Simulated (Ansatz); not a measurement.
# SiBrCl: vertical ionisation energy

An exercise on one series of results from a longer session: the logs are not shown, and one member is left open.

Computed with Ansatz 0.2.0, Gaussian basis. Level: unrestricted cation, the program's frozen cores in correlated methods.

Plan: UKS PBE-D4/def2-TZVPP; UKS r2SCAN-D4/def2-TZVPP; UKS PBE0-D4/def2-TZVPP; UKS B3LYP-D4/def2-TZVPP; UKS wB97X-V/def2-TZVPP; UKS wB97M-V/def2-TZVPP; UKS B2PLYP/def2-TZVPP; UHF-CCSD(T)/def2-TZVPP; UHF-MP2/def2-QZVPP; extrapolation to the limit; then −ε(HOMO) from the neutral's earlier runs with LDA (SPW92), PBE-D4, revPBE-D4, BLYP-D4, r2SCAN-D4, B97M-V, PBE0-D4, B3LYP-D4, r2SCANh-D4, r2SCAN0-D4, HSE06-D4, BHLYP-D4, CAM-B3LYP-D4, LC-ωPBE, ωB97X-V, ωB97M-V.

## The relaxed structure

The geometry comes from an earlier relaxation with PBE0-D4 in a triple-zeta def2 set; it is a stationary point.

SMILES `Cl[Si]Br`, 3 atoms, charge 0, spin multiplicity 1.

Atoms are counted from 1 here; the program's logs count them from 0.

Bond lengths: Cl1–Si2 2.076 Å, Si2–Br3 2.251 Å. Angles: Cl1–Si2–Br3 101.6°.

The first run:

The input, in.yaml:

```yaml
crystal:
  periodic: [false, false, false]
  atoms:
    - {symbol: Cl, position_ang: [0.717355, 1.421060, 0.538406]}
    - {symbol: Si, position_ang: [-0.767694, 0.302058, -0.384186]}
    - {symbol: Br, position_ang: [0.039439, -1.787918, -0.167520]}
basis:
  gaussian: {orbitals: def2-TZVPP}
total_charge: 1
magnetization: {spin_polarized: true, initial_magnetization: 1}
hamiltonian: {xc: pbe, dispersion: d4}
```

The run is started by

```sh
$ ansatz run in.yaml --threads 4 --pin off --events-out ev --progress --plain --max-ram 10444MiB
```

Among the steps run: Cation, UKS PBE-D4/def2-TZVPP; Cation, UKS r2SCAN-D4/def2-TZVPP; Cation, UKS PBE0-D4/def2-TZVPP; Cation, UKS B3LYP-D4/def2-TZVPP; Cation, UKS wB97X-V/def2-TZVPP; Cation, UKS wB97M-V/def2-TZVPP; Cation, UKS B2PLYP (frozen core)/def2-TZVPP; Cation, UHF-CCSD(T)/def2-TZVPP; Cation, UHF-MP2/def2-QZVPP.

One table of the session follows, with a row left open; its other results are not shown here.

For comparison, −ε(HOMO) of the neutral from earlier runs:

| functional | −ε(HOMO) (eV) |
| --- | --- |
| LDA (SPW92) | 6.69 |
| PBE-D4 | 6.55 |
| revPBE-D4 | 6.50 |
| BLYP-D4 | 6.41 |
| r2SCAN-D4 | 6.78 |
| B97M-V | 6.84 |
| PBE0-D4 | 7.63 |
| B3LYP-D4 | ? |
| r2SCANh-D4 | 7.18 |
| r2SCAN0-D4 | 7.77 |
| HSE06-D4 | 7.24 |
| BHLYP-D4 | 8.58 |
| CAM-B3LYP-D4 | 8.87 |
| LC-ωPBE | 10.13 |
| ωB97X-V | 9.81 |
| ωB97M-V | 9.65 |

Q: Estimate the row for B3LYP-D4 from the others.

Worked estimate for «−ε(HOMO) (eV)». Against the share of exact exchange, BLYP-D4 (0, 6.41), BHLYP-D4 (0.5, 8.58) give a slope of 4.34 per unit share; at 0.2 the line stands at 7.28.

As computed: −ε(HOMO) (eV): 7.44. In «−ε(HOMO) (eV)» the line misses by -0.16.
